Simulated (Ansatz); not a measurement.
# CrN2 (Pnnm) in Ansatz: reference runs

Aim: a first look at CrN2 with PBEsol, on the cell as given and on a disturbed one.

All numbers are computed with Ansatz 0.2.0; they aren't measurements. Logs are shortened: lines on timing, memory, paths and dates and some standing lists are left out, and cuts for length are marked.

## Step 1: Starting point

Symmetry: Pnnm, No. 58, orthorhombic system. The conventional cell has a = 3.902 Å, b = 4.810 Å, c = 2.784 Å, α = 90.00°, β = 90.00°, γ = 90.00°. Cr (site symmetry 2/m) is surrounded by 6 N at 2.04 to 2.05 Å. N (site symmetry m) is surrounded by 1 N at 1.35 Å.

The cell comes from a database or a generator and needn't be the stable form of this composition.

## Step 2: Single point, PBEsol, collinear spin, ferromagnetic start

Contents of input.yaml:

```yaml
crystal:
  lattice:
    - [3.901786, 0.0, 0.0]
    - [0.0, 4.809512, 0.0]
    - [0.0, 0.0, 2.78417]
  atoms:
    - { symbol: Cr, position: [0.0, 0.0, 0.0], spin: 3.0 }
    - { symbol: Cr, position: [0.5, 0.5, 0.5], spin: 3.0 }
    - { symbol: "N", position: [0.86617, 0.588775, 0.0] }
    - { symbol: "N", position: [0.13383, 0.411225, 0.0] }
    - { symbol: "N", position: [0.36617, 0.911225, 0.5] }
    - { symbol: "N", position: [0.63383, 0.088775, 0.5] }
hamiltonian:
  xc: pbesol
  pseudopotentials: { kind: paw }
magnetization:
  spin_polarized: true
kpoints:
  mp_grid: { grid: [7, 6, 10] }
scf:
  occupations: { method: fermi_dirac, width: 0.05 }
output:
  forces: true
  stress: true
  eigenvalues: true
  write_density: true
  write_potential: true
  elf: true
  volumetric_format: npy
```

Potentials or basis: Ansatz PAW.

Launch:

```
ansatz run input.yaml --threads 2 --pin off --max-ram 5632MiB --backend cpu --events-out ev --progress --plain --runs-dir out
```

The program printed:

```text
Warning: RAYON_NUM_THREADS=2 ignored (pool sized by the plan → 2); use --threads N
Engine: ansatz 0.2.0, x86_64-unknown-linux-gnu
Pseudopotentials: kind: paw
Pseudopotential: Cr, paw, valence charge 14, recommended cutoff 420 eV (normal), Cr.paw.azcp
Pseudopotential: N, paw, valence charge 5, recommended cutoff 420 eV (normal), N.paw.azcp
Functional definition: PBEsol
  exchange = pbesol_x
  correlation = pbesol_c
Crystal: 6 atoms, lattice volume = 52.247 Å³
Basis set: ecut = 420 eV, 1017 PW (Γ), exchange–correlation on 54×72×40 points (8 copies of the dense FFT grid, shifted against one another)
Bands: 33, of which v1, the nominal top of the filled ones, is band 24 counted from 1 (23 counted from 0)
Symmetry: 8 space group operations
Space group: Pnnm (ITA 58), of the structure as read, at distance tolerance 3.7e-5 Å
Magnetic group: BNS 58.393 (UNI 491), of the structure as read, at distance tolerance 3.7e-5 Å
k-points: 96 of 420
Non-local potential: Cr, projectors of the file, l = 0: 3, l = 1: 2, l = 2: 3, l = 3: 1
Non-local potential: N, projectors of the file, l = 0: 2, l = 1: 2, l = 2: 1
PAW form: soft (Blöchl's): semilocal exchange-correlation on the pseudo side does not see the compensation charge
PAW frozen core: Cr, regenerated for the run's functional, and the local potential with it (the file was generated under x = pbe(κ = 0.804, μ = 0.2195149727645171), c = pbe(β = 0.06672455060314922))
PAW frozen core: N, regenerated for the run's functional, and the local potential with it (the file was generated under x = pbe(κ = 0.804, μ = 0.2195149727645171), c = pbe(β = 0.06672455060314922))
PAW one-centre angular grid: Cr, 590 points (default); XC on 64 Gauss nodes
PAW one-centre angular grid: N, 110 points (default); XC on 64 Gauss nodes
Initial density: superposition of atomic densities (chi_scale 0.1, normalization cell, long waves kept (reshape's long-wave potential 0.00 eV rms))
Starting moments: Σ|m| = 6 μB on 2 of 6 sites
Initial wavefunctions: pseudopotential atomic-orbital guess
Functional: x = pbesol(κ = 0.804, μ = 0.12345679012345678), c = pbesol(β = 0.046)
SCF iter   1: F=—  HF=-8214.784104 eV  |F-HF|=—  |Δ(HF+E_count)|=         —  Δρ=7.27e-2 (↑7.27e-2 ↓5.08e-2)  dr2=3.62e0  dr2_m=7.18e-1  M=4.202 μB ∫|m|=4.635 μB  β_m=0.30  ethr=3.10e-3  ⟨swp⟩=5.5  Hψ=21526  notcnv=0  defer=28
Mixer restart at iter 1: flushing history
preconditioner: auto → Kerker (q_TF=auto, 2.690 Å⁻¹)  [metal: Δε(μ)=0.008 eV  Ē_g=10.359 eV  σ=0.050 eV  W_gap=0.04  n_scr=16 (ndim 8)  ℏωp=29.1 eV  f_vac=0.000  D(μ)=1.30/eV (n_scr^D=8)]
spin=Collinear: Kerker preconditioning applied to the charge; magnetization (m = ρ↑ − ρ↓) channel mixes plain (no charge-response kernel on spin).
SCF iter   2: F=—  HF=-8213.901587 eV  |F-HF|=—  |Δ(HF+E_count)|=   8.83e-1  Δρ=4.15e-2 (↑4.15e-2 ↓3.54e-2)  dr2=1.19e0  dr2_m=2.81e-1  M=4.253 μB ∫|m|=4.789 μB  β_m=0.49  ethr=3.10e-3  ⟨swp⟩=2.0  Hψ=9952  notcnv=0  defer=196
SCF iter   3: F=—  HF=-8213.394456 eV  |F-HF|=—  |Δ(HF+E_count)|=   5.07e-1  Δρ=1.26e-2 (↑1.24e-2 ↓1.26e-2)  dr2=1.45e-1  dr2_m=2.38e-2  M=4.249 μB ∫|m|=4.914 μB  β_m=0.63  ethr=2.47e-3  ⟨swp⟩=2.2  Hψ=10557  notcnv=0  defer=196
SCF iter   4: F=—  HF=-8213.354205 eV  |F-HF|=—  |Δ(HF+E_count)|=         —  Δρ=3.21e-3 (↑3.21e-3 ↓3.05e-3)  dr2=1.12e-2  dr2_m=1.95e-3  M=4.235 μB ∫|m|=4.994 μB  β_m=0.63  ethr=3.03e-4  ⟨swp⟩=2.1  Hψ=11080  notcnv=0  defer=196
Mixer restart at iter 4: flushing history
SCF iter   5: F=—  HF=-8213.358336 eV  |F-HF|=—  |Δ(HF+E_count)|=   4.13e-3  Δρ=1.88e-3 (↑1.88e-3 ↓1.50e-3)  dr2=5.89e-3  dr2_m=2.86e-4  M=4.234 μB ∫|m|=4.996 μB  β_m=0.81  ethr=2.33e-5  ⟨swp⟩=1.0  Hψ=6464  notcnv=0  defer=196
[... 9 lines left out ...]
SCF converged after 12 iterations
Magnetization: 4.2331 μB (26.1166 up, 21.8834 down)
Absolute magnetization: 5.0040 μB (∫|ρ↑−ρ↓|, with the PAW one-centre terms)
Spin contamination: 0.1583 ħ² per cell (⟨S²⟩ above its minimum at these occupations)
Per-site moments (μB) at R_I (Å): [(1.874836715255789, 0.8414829617259173), (1.874836715255789, 0.8414829617259173), (-0.05892972115346973, 0.5564723882107674), (-0.058929721153469804, 0.5564723882107674), (-0.058929721153469936, 0.5564723882107675), (-0.05892972115346989, 0.5564723882107675)]
Free energy (F): -8213.359011 eV
Harris-Foulkes:  -8213.359011 eV  (|F-HF|=4.23e-9)
Internal energy: -8213.350743 eV  (E = F + TS)
E sigma→0 (E₀):  -8213.354877 eV
Entropy (-TS):   -0.008269 eV (-1.378 meV/atom)
Fermi energy:    13.482075 eV
--- Per-component energies (eV) ---
  E_band       = -369.613708
  E_kinetic    = 1200.879936
  E_local      = -3500.457319  (includes V_loc(G=0)·N_el)
  E_nonlocal   = 345.414765
  E_hartree    = 1395.504272
  E_xc         = -511.764622
  E_vxc        = -654.532739  (∫ρ·V_xc dr)
  E_paw        = -2823.589588  (= ΣΔE_a)
  E_vpaw       = -551.924736  (= ΣTr[D̂ρ^β])
  E_aug_tail   = 0.001071  (compensation charges beyond the density's cutoff)
  E_ewald      = -4319.771653
  E_core_change = 0.432394  (= ΣΔE_core)
  E_smearing   = -0.008269  (= −TS)
  E_closure    = 0.000000  (closes the sum)
  Σ components = -8213.359011   (vs F -8213.359011, Δ=0.00e0)
--- Forces (eV/Å), atoms counted from 1 ---
  atom   1  Cr    -0.00000000     0.00000000     0.00000000
  atom   2  Cr     0.00000000     0.00000000     0.00000000
  atom   3  N     -0.05273855    -0.03665275     0.00000000
  atom   4  N      0.05273855     0.03665275     0.00000000
  atom   5  N     -0.05273855     0.03665275     0.00000000
  atom   6  N      0.05273855    -0.03665275     0.00000000
  max |Σ_I F_I| component: 1.39e-17 eV/Å
--- Stress (GPa, compression-positive) ---
      -11.117532       0.000000       0.000000
        0.000000     -10.153537       0.000000
        0.000000       0.000000      -8.890396
  P = ⅓ Tr σ = -10.0538 GPa (-100.538 kbar)
--- Band table (eV; the first three rows and the last of 192) ---
  k-point 0 ↑: bands = ["-58.9989", "-58.9923", "-30.5315", "-30.4935", "-30.4242", "-30.4075", "-30.3730", "-30.3610", "-7.0125", "-6.0650", "2.0924", "2.6794", "5.8614", "5.8845", "7.4397", "8.7621", "9.0283", "9.4456", "9.4979", "10.5033", "11.0239", "11.0378", "12.1876", "12.3736", "12.7229", "12.7285", "12.9369", "13.0619", "16.5546", "18.4611", "18.5482", "19.1951", "21.6604"]
  k-point 1 ↑: bands = ["-58.9966", "-58.9903", "-30.5283", "-30.4919", "-30.4212", "-30.4051", "-30.3940", "-30.3827", "-6.9248", "-6.0139", "2.1205", "2.6482", "5.8962", "5.9960", "7.2556", "8.6969", "8.7221", "9.4059", "9.5524", "9.9188", "11.0155", "11.3347", "12.3856", "12.5653", "12.7281", "12.9559", "12.9778", "13.0133", "16.5468", "18.2068", "18.2400", "19.1000", "21.8504"]
  k-point 2 ↑: bands = ["-58.9905", "-58.9851", "-30.5197", "-30.4881", "-30.4488", "-30.4394", "-30.4131", "-30.3988", "-6.6806", "-5.8813", "2.1885", "2.5664", "5.9184", "6.2827", "6.9116", "7.6346", "8.5109", "8.9548", "9.8549", "9.8774", "10.8866", "11.9575", "12.3593", "12.7218", "12.8073", "12.9027", "13.3461", "13.4910", "16.5250", "17.5218", "17.6197", "18.7735", "22.2018"]
  k-point 95 ↓: bands = ["-56.7085", "-56.7085", "-28.6163", "-28.6163", "-28.2477", "-28.2477", "-27.9478", "-27.9478", "-5.7943", "-5.7943", "2.3677", "2.3677", "5.7786", "5.7786", "6.9554", "6.9554", "7.8309", "7.8309", "10.9980", "10.9980", "12.3586", "12.3586", "14.8872", "14.8872", "15.0013", "15.0013", "16.1250", "16.1250", "17.7147", "17.7147", "18.8908", "18.8908", "22.1030"]
```

It took 15 s on 2 threads of AMD EPYC 7R43 (Zen 3), shared host; peak memory 0.59 GiB.

Results:

* Free energy: -8213.3590 eV
* Pressure: -10.1 GPa
* Largest force: 0.064 eV/Å
* Band gap on the k mesh: none (metal or under the smearing width)
* Net moment: 4.23 μB per cell
* Absolute moment: 5.00 μB per cell
* Site moments: Cr +1.87; N -0.06 μB

Forces in eV/Å, atoms in the order of the input:
```
Cr   0.000  0.000  0.000
Cr   0.000  0.000  0.000
N   -0.053 -0.037  0.000
N    0.053  0.037  0.000
N   -0.053  0.037  0.000
N    0.053 -0.037  0.000
```

Caveat: the pressure holds a Pulay correction of +0.8 GPa for the finite cutoff; only a ferromagnetic start was run, and an antiferromagnetic order may lie lower in energy; the PAW data sets come from PBE, with cores solved anew for the run's functional, which leaves a small shift of forces and pressure.

## Step 3: Single point, PBEsol, collinear spin, ferromagnetic start (atoms moved at random, drawn with an rms of 0.05 Å)

Contents of input.yaml:

```yaml
crystal:
  lattice:
    - [3.901786, 0.0, 0.0]
    - [0.0, 4.809512, 0.0]
    - [0.0, 0.0, 2.78417]
  atoms:
    - { symbol: Cr, position: [-0.003596, 0.008607, 0.015606], spin: 3.0 }
    - { symbol: Cr, position: [0.496975, 0.508611, 0.49077], spin: 3.0 }
    - { symbol: "N", position: [0.861335, 0.590582, -0.005625] }
    - { symbol: "N", position: [0.126071, 0.414476, -0.007913] }
    - { symbol: "N", position: [0.361054, 0.912444, 0.486756] }
    - { symbol: "N", position: [0.641356, 0.08592, 0.483966] }
hamiltonian:
  xc: pbesol
  pseudopotentials: { kind: paw }
magnetization:
  spin_polarized: true
kpoints:
  mp_grid: { grid: [7, 6, 10] }
scf:
  occupations: { method: fermi_dirac, width: 0.05 }
output:
  forces: true
  stress: true
  eigenvalues: true
  write_density: true
  write_potential: true
  elf: true
  volumetric_format: npy
```

Potentials or basis: Ansatz PAW.

Launch:

```
ansatz run input.yaml --threads 2 --pin off --max-ram 5632MiB --backend cpu --events-out ev --progress --plain --runs-dir out
```

The program printed:

```text
Warning: RAYON_NUM_THREADS=2 ignored (pool sized by the plan → 2); use --threads N
[... 7 set-up lines as earlier in the session ...]
Crystal: 6 atoms, lattice volume = 52.247 Å³
Basis set: ecut = 420 eV, 1017 PW (Γ), exchange–correlation on 54×72×40 points (8 copies of the dense FFT grid, shifted against one another)
Bands: 33, of which v1, the nominal top of the filled ones, is band 24 counted from 1 (23 counted from 0)
Symmetry: 1 space group operations
Space group: P1 (ITA 1), of the structure as read, at distance tolerance 3.7e-5 Å
Magnetic group: BNS 1.1 (UNI 1), of the structure as read, at distance tolerance 3.7e-5 Å
k-points: 212 of 420 (time reversal used)
[... 3 set-up lines as earlier in the session ...]
[... 55 lines left out ...]
  E_paw        = -2823.551433  (= ΣΔE_a)
  E_vpaw       = -551.905264  (= ΣTr[D̂ρ^β])
  E_aug_tail   = 0.001069  (compensation charges beyond the density's cutoff)
  E_ewald      = -4316.642474
  E_core_change = 0.432394  (= ΣΔE_core)
  E_smearing   = -0.008540  (= −TS)
  E_closure    = 0.000000  (closes the sum)
  Σ components = -8213.306696   (vs F -8213.306696, Δ=0.00e0)
--- Forces (eV/Å), atoms counted from 1 ---
  atom   1  Cr     0.30983538    -0.35205234    -0.36658986
  atom   2  Cr    -0.14082502    -0.38150855     0.09879112
  atom   3  N     -0.23834109     0.29207450    -0.00224684
  atom   4  N      0.49857776    -0.04508251     0.05388883
  atom   5  N      0.54359190     0.37011901     0.02526752
  atom   6  N     -0.97283706     0.11644745     0.19088398
  max |Σ_I F_I| component: 5.25e-6 eV/Å
--- Stress (GPa, compression-positive) ---
      -10.686832      -1.984582      -0.660500
       -1.984588     -10.236445       0.078577
       -0.660500       0.078577      -8.097096
  P = ⅓ Tr σ = -9.6735 GPa (-96.735 kbar)
--- Band table (eV; the first three rows and the last of 424) ---
  k-point 0 ↑: bands = ["-59.0081", "-59.0010", "-30.5415", "-30.4979", "-30.4356", "-30.4145", "-30.3873", "-30.3736", "-7.0118", "-5.9343", "2.0935", "2.6276", "5.8203", "5.8844", "7.3709", "8.8123", "8.9743", "9.4089", "9.5849", "10.4995", "10.9309", "11.0659", "12.2359", "12.4204", "12.7438", "12.7796", "12.9401", "13.0482", "16.5498", "18.4610", "18.5606", "19.1149", "21.4365"]
  k-point 1 ↑: bands = ["-59.0058", "-58.9990", "-30.5383", "-30.4964", "-30.4324", "-30.4122", "-30.4085", "-30.3953", "-6.9263", "-5.8797", "2.1165", "2.5962", "5.8847", "5.9730", "7.1948", "8.7000", "8.7471", "9.3422", "9.6086", "9.9579", "10.9776", "11.3046", "12.4364", "12.5536", "12.7603", "12.9612", "12.9681", "13.0731", "16.5426", "18.2060", "18.2586", "19.0202", "21.6141"]
  k-point 2 ↑: bands = ["-58.9998", "-58.9937", "-30.5298", "-30.4929", "-30.4643", "-30.4520", "-30.4237", "-30.4058", "-6.6900", "-5.7356", "2.1677", "2.5161", "5.9274", "6.2553", "6.8674", "7.6452", "8.5363", "8.9780", "9.7821", "9.9361", "10.8776", "11.9023", "12.4372", "12.7173", "12.7848", "12.8778", "13.3749", "13.5387", "16.5217", "17.5341", "17.6332", "18.6980", "21.9458"]
  k-point 211 ↓: bands = ["-56.8128", "-56.7143", "-28.4970", "-28.3869", "-28.3785", "-28.2677", "-28.0208", "-27.9543", "-6.4801", "-5.9034", "1.2079", "1.4436", "5.6341", "6.1078", "8.0005", "8.3118", "8.5392", "8.7051", "12.0519", "12.3697", "13.1685", "13.3903", "14.2043", "14.2609", "15.2163", "15.4602", "15.7243", "16.1004", "16.7765", "17.1038", "17.8550", "18.3883", "21.6650"]
```

Wall time 76 s (2 threads of AMD EPYC 7R43 (Zen 3), shared host); peak memory 1.1 GiB.

Results:

| Item | Value |
| --- | --- |
| Free energy | -8213.3067 eV |
| Pressure | -9.7 GPa |
| Largest force | 0.998 eV/Å |
| Band gap on the k mesh | none (metal or under the smearing width) |
| Net moment | 4.19 μB per cell |
| Absolute moment | 4.95 μB per cell |
| Site moments | Cr +1.75, +1.88; N -0.06, -0.05 μB |

Forces on the atoms (eV/Å):
```
Cr   0.310 -0.352 -0.367
Cr  -0.141 -0.382  0.099
N   -0.238  0.292 -0.002
N    0.499 -0.045  0.054
N    0.544  0.370  0.025
N   -0.973  0.116  0.191
```

Stress tensor (GPa, compression positive):
```
-10.69  -1.98  -0.66
 -1.98 -10.24   0.08
 -0.66   0.08  -8.10
```

Caveat: the pressure holds a Pulay correction of +0.8 GPa for the finite cutoff; only a ferromagnetic start was run, and an antiferromagnetic order may lie lower in energy; the PAW data sets come from PBE, with cores solved anew for the run's functional, which leaves a small shift of forces and pressure.
